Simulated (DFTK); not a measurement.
# HfTaN2 (R-3m) in DFTK: reference runs

Aim: a first look at HfTaN2 with PBEsol, on the cell as given.

Everything below comes from runs of DFTK 0.8.2. Logs are shortened: lines on timing, memory, paths and dates and some standing lists are left out, and cuts for length are marked.

### 1 The crystal as given

It takes space group R-3m (No. 166, trigonal). Conventional cell: a = 3.173 Å, b = 3.173 Å, c = 15.403 Å, α = 90.00°, β = 90.00°, γ = 120.00°. Around Ta (site symmetry -3m) lie 6 N at 2.24 Å. Hf (site symmetry -3m) has 6 N at 2.23 Å as nearest neighbours. N (site symmetry 3m) is surrounded by 3 Hf at 2.23 Å and 3 Ta at 2.24 Å.

The cell comes from a database or a generator and needn't be the stable form of this composition.

### 2 Single point, PBEsol

Input file run.jl:

```julia
using DFTK
using PseudoPotentialData
using Unitful, UnitfulAtomic
using LinearAlgebra, Printf
include("save.jl")
disable_threading()

# lattice vectors are the columns
lattice = austrip(1u"Å") * [  1.5863159867  -1.5863159867            0.0;
              0.915859962    0.915859962  -1.8317199239;
             5.1343890851   5.1343890851   5.1343890851]
symbols   = [:Ta, :Hf, :N, :N]
positions = [[0.5, 0.5, 0.5],
             [0.0, 0.0, 0.0],
             [0.749702, 0.749702, 0.749702],
             [0.250298, 0.250298, 0.250298]]
pseudopotentials = PseudoFamily("dojo.nc.sr.pbesol.v0_4_1.standard.upf")
elements = Dict(s => ElementPsp(s, pseudopotentials) for s in unique(symbols))
atoms    = [elements[s] for s in symbols]

build_model(lattice, positions; symmetries=true) =
    model_DFT(lattice, atoms, positions;
              functionals=PBEsol(),
              temperature=austrip(0.05u"eV"),
              smearing=Smearing.FermiDirac(),
              symmetries)
Ecut  = 42.0  # hartree
kgrid = [10, 10, 10]
tol   = 1e-6
to_GPa = ustrip(uconvert(u"GPa", 1u"hartree/bohr^3"))

model = build_model(lattice, positions)
basis = PlaneWaveBasis(model; Ecut, kgrid)
display(basis)
scfres = self_consistent_field(basis;
                               tol,
                               nbandsalg=AdaptiveBands(model; n_bands_converge=22))
display(scfres.energies)
@printf "Fermi level: %.6f eV\n" ustrip(auconvert(u"eV", something(scfres.εF, NaN)))
forces = compute_forces_cart(scfres)
println("Forces (eV/Å)")
for (s, f) in zip(symbols, forces)
    @printf "%-3s %12.6f %12.6f %12.6f\n" s ustrip.(auconvert.(u"eV/Å", f))...
end
stress = compute_stresses_cart(scfres)
println("Stress (GPa)")
display(round.(stress * to_GPa; digits=4))
println("Levels at the first k-point (eV): ", round.(ustrip.(auconvert.(u"eV", scfres.eigenvalues[1][1:scfres.n_bands_converge])); digits=4))
save_scf!(scfres; forces, stress)
```

Potentials or basis: dojo.nc.sr.pbesol.v0_4_1.standard.upf (PBEsol).

Command:

```
$ julia --threads=1 run.jl  # save.jl only writes the numbers to a file and isn't shown; printed stress counts tension as positive; times include loading and compiling
```

Standard output:

```text
PlaneWaveBasis discretization:

    Ecut                 : 42.0 Ha
    fft_size             : (64, 64, 64), 262144 total points
    kgrid                : MonkhorstPack([10, 10, 10])
    num.   red. kpoints  : 1000
    num. irred. kpoints  : 116

    Discretized Model(gga_x_pbe_sol+gga_c_pbe_sol, 3D):
        lattice (in Bohr)    : [2.9977    , -2.9977   , 0         ]
                               [1.73072   , 1.73072   , -3.46145  ]
                               [9.70259   , 9.70259   , 9.70259   ]
        unit cell volume     : 302.03 Bohr³

        atoms                : HfN₂Ta
        pseudopot. family    : PseudoFamily("dojo.nc.sr.pbesol.v0_4_1.standard.upf")

        num. electrons       : 35
        spin polarization    : none
        temperature          : 0.0018375 Ha
        smearing             : DFTK.Smearing.FermiDirac()

        terms                : Kinetic()
                               AtomicLocal()
                               AtomicNonlocal()
                               Ewald(nothing)
                               PspCorrection()
                               Hartree()
                               Xc(gga_x_pbe_sol, gga_c_pbe_sol)
                               Entropy()
n     Energy            log10(ΔE)   log10(Δρ)   Diag   Δtime
---   ---------------   ---------   ---------   ----   ------
  1   -142.0697427071                   -0.42    7.4    73.9s
  2   -142.3521600502       -0.55       -1.14    3.6    43.6s
  3   -142.3544500540       -2.64       -1.51    4.2    40.6s
  4   -142.3548033385       -3.45       -2.31    1.9    30.2s
  5   -142.3548370604       -4.47       -2.90    4.9    43.3s
  6   -142.3548387231       -5.78       -3.34    2.9    39.0s
  7   -142.3548388496       -6.90       -4.04    2.6    30.6s
  8   -142.3548388613       -7.93       -4.38    4.5    43.4s
  9   -142.3548388634       -8.68       -5.26    2.0    31.9s
 10   -142.3548388635      -10.14       -5.40    5.3    45.8s
 11   -142.3548388635      -10.69       -5.91    1.3    28.2s
 12   -142.3548388635      -11.50       -6.42    3.7    39.6s
Energy breakdown (in Ha):
    Kinetic             45.8747778
    AtomicLocal         -64.6538092
    AtomicNonlocal      5.1617870
    Ewald               -114.4779290
    PspCorrection       6.2840957
    Hartree             14.5046426
    Xc                  -35.0479474
    Entropy             -0.0004566

    total               -142.354838863501
Fermi level: 14.768182 eV
Forces (eV/Å)
Ta     -0.000000    -0.000000     0.000000
Hf     -0.000000     0.000000    -0.000000
N       0.000000    -0.000000     0.195774
N       0.000000     0.000000    -0.195774
Stress (GPa)
3×3 StaticArraysCore.SMatrix{3, 3, Float64, 9} with indices SOneTo(3)×SOneTo(3):
 8.6268  0.0      0.0
 0.0     8.6268  -0.0
 0.0     0.0      8.0829
Levels at the first k-point (eV): [-54.4532, -48.0131, -21.0879, -20.7624, -20.7624, -16.9169, -16.4609, -16.4609, -3.1934, -0.3112, 5.2683, 7.9468, 7.9468, 11.439, 11.439, 11.4885, 13.4714, 13.4714, 13.6317, 15.762, 15.762, 16.3749]
```

Wall time 15 min (1 thread of Intel Xeon 6975P-C (Granite Rapids), shared host); peak memory 4.3 GiB.

What came out:

| Item | Value |
| --- | --- |
| Free energy | -3873.6725 eV |
| Pressure | -8.4 GPa |
| Largest force | 0.196 eV/Å |
| Band gap on the k mesh | none (metal or under the smearing width) |

Forces in eV/Å, atoms in the order of the input:
```
Ta   0.000  0.000  0.000
Hf   0.000  0.000  0.000
N    0.000  0.000  0.196
N    0.000  0.000 -0.196
```

Stress tensor (GPa, compression positive):
```
-8.63  0.00  0.00
 0.00 -8.63  0.00
 0.00  0.00 -8.08
```
